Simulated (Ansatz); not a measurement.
**C2H5AlO (SMILES [CH3][Al]1[CH2][O]1): BHLYP/6-31G(d) (spherical functions)**

What is the energy change on altering one bond length of C2H5AlO at BHLYP/6-31G* (spherical functions)? 

The calculation is run with Ansatz 0.2.0.

82 further runs of the same task are left out: 82 set aside as unsound or not needed.

### Step 1. The structure to begin with

C2H5AlO: 9 atoms, total charge 0, spin state singlet. As SMILES, `[CH3][Al]1[CH2][O]1`. The shape is that of a PBE0-D4/def2-TZVP optimisation.

Bond lengths: C1–Al2 1.934 Å, Al2–C3 1.883 Å, Al2–O4 1.707 Å, C3–O4 1.488 Å, C1–H5 1.093 Å, C1–H6 1.091 Å, C1–H7 1.094 Å, C3–H8 1.091 Å, C3–H9 1.091 Å. Some angles: C1–Al2–C3 171.7°, C1–Al2–O4 139.6°, C3–Al2–O4 48.7°, Al2–C3–O4 59.5°, Al2–O4–C3 71.8°, Al2–C1–H5 110.3°, Al2–C1–H6 112.2°, Al2–C1–H7 110.1°, Al2–C3–H8 123.8°, Al2–C3–H9 123.8°.

### Step 2. A single-point energy at BHLYP/6-31G(d) (spherical functions)

File run.yaml:

```yaml
crystal:
  periodic: [false, false, false]
  atoms:
    - symbol: C
      position_ang: [-0.670900, 1.320200, -1.081500]
    - symbol: Al
      position_ang: [0.051300, -0.076700, 0.044200]
    - symbol: C
      position_ang: [0.678700, -1.280200, 1.349300]
    - symbol: O
      position_ang: [0.789300, -1.609500, -0.097900]
    - symbol: H
      position_ang: [0.039700, 1.575000, -1.872100]
    - symbol: H
      position_ang: [-0.900200, 2.226000, -0.517500]
    - symbol: H
      position_ang: [-1.591200, 0.976800, -1.562100]
    - symbol: H
      position_ang: [0.038500, -1.980500, 1.887700]
    - symbol: H
      position_ang: [1.653200, -1.197400, 1.832800]
basis:
  gaussian:
    orbitals: 6-31G_st_-spherical.json
hamiltonian:
  xc: {name: BHLYP}
accuracy: high
output:
  orbitals: {seedname: orbitals}
```

The basis set 6-31G* is read from a file made from the Basis Set Exchange's data (not shown).

On the command line:

```
$ ansatz run run.yaml --threads 1 --pin off --max-ram 3480MiB --events-out events.jsonl --progress --plain --runs-dir runs
```

Standard output:

```text
Warning: RAYON_NUM_THREADS=1 ignored (pool sized by the plan → 1); use --threads N
Functional definition: BHLYP
  name "BHLYP"
  parameter a = 0.5
  exchange = (1 - a)*b88_x + a*exact_x
  correlation = lyp_c
1640 factors; integrals over basis functions are off by at most 8.4e-9 eV
mean field evaluation 1: about -10788.5899 eV, gradient 5.5e1 eV
mean field evaluation 2: about -10782.2981 eV, gradient 7.9e1 eV
mean field evaluation 4: about -10795.2925 eV, gradient 2.8e0 eV
mean field evaluation 8: about -10795.7535 eV, gradient 3.7e-1 eV
mean field evaluation 16: about -10795.7540 eV, gradient 2.2e-4 eV
mean field -10795.75403441 eV, -396.7366431397 hartree, gradient 3.5e-8 eV, S^2 0.000000; 0 other end points of the search recorded, 0 dependent functions left out
reference -10795.75406217 eV, -396.7366441597 hartree; 19, 19 occupied and 51, 51 virtual orbitals, 1640 factors
Total energy: -10795.75406217 eV, -396.7366441597 hartree
```

Wall time 7.2 s (1 thread of Arm Neoverse V2, shared host); peak memory 0.21 GiB.

### Step 3. The distorted shape, same level

File input.yaml:

```yaml
crystal:
  periodic: [false, false, false]
  atoms:
    - {symbol: C, position_ang: [-0.556249, 0.867297, -1.363502]}
    - {symbol: Al, position_ang: [0.165951, -0.529603, -0.237802]}
    - {symbol: C, position_ang: [0.793351, -1.733103, 1.067298]}
    - {symbol: O, position_ang: [0.903951, -2.062403, -0.379902]}
    - {symbol: H, position_ang: [0.154351, 1.122097, -2.154102]}
    - {symbol: H, position_ang: [-0.900200, 2.226000, -0.517500]}
    - {symbol: H, position_ang: [-1.476549, 0.523897, -1.844102]}
    - {symbol: H, position_ang: [0.153151, -2.433403, 1.605698]}
    - {symbol: H, position_ang: [1.767851, -1.650303, 1.550798]}
basis:
  gaussian: {orbitals: 6-31G_st_-spherical.json}
hamiltonian: {xc: {name: BHLYP}}
accuracy: high
output: {orbitals: {seedname: orbitals}}
```

The basis set 6-31G* is read from a file made from the Basis Set Exchange's data (not shown).

On the command line:

```
$ ansatz run input.yaml --threads 1 --pin off --max-ram 3480MiB --events-out events.jsonl --progress --plain --runs-dir runs
```

Standard output:

```text
Warning: RAYON_NUM_THREADS=1 ignored (pool sized by the plan → 1); use --threads N
[... 5 set-up lines as earlier in the session ...]
1640 factors; integrals over basis functions are off by at most 8.5e-9 eV
mean field evaluation 1: about -10786.6337 eV, gradient 5.4e1 eV
mean field evaluation 2: about -10779.1905 eV, gradient 8.2e1 eV
mean field evaluation 4: about -10793.4483 eV, gradient 3.8e0 eV
mean field evaluation 8: about -10793.5539 eV, gradient 1.9e-1 eV
mean field evaluation 16: about -10793.5541 eV, gradient 2.5e-5 eV
mean field -10793.55406496 eV, -396.6557957537 hartree, gradient 5.2e-8 eV, S^2 0.000000; 0 other end points of the search recorded, 0 dependent functions left out
reference -10793.55409362 eV, -396.6557968069 hartree; 19, 19 occupied and 51, 51 virtual orbitals, 1640 factors
Total energy: -10793.55409362 eV, -396.6557968069 hartree
```

Run time: 6.3 s. Hardware: 1 thread of Arm Neoverse V2, shared host; peak memory 0.21 GiB.

### Step 4. What came out

At BHLYP/6-31G* (spherical functions):

| quantity | value |
| --- | --- |
| first shape: total energy | -396.73664 Eh |
| first shape: HOMO energy | -7.18 eV |
| first shape: LUMO energy | 0.40 eV |
| first shape: HOMO–LUMO gap | 7.59 eV |
| distorted shape: total energy | -396.65580 Eh |
| distorted shape: HOMO energy | -7.23 eV |
| distorted shape: LUMO energy | -0.07 eV |
| distorted shape: HOMO–LUMO gap | 7.17 eV |
| energy change with the C1–H6 bond stretched from 1.091 to 1.637 Å | 2.200 eV |

**Reading.** With the C1–H6 bond stretched from 1.091 to 1.637 Å the energy rises by 2.20 eV (212 kJ/mol). The first shape isn't relaxed at this level, so the change isn't measured from a minimum.
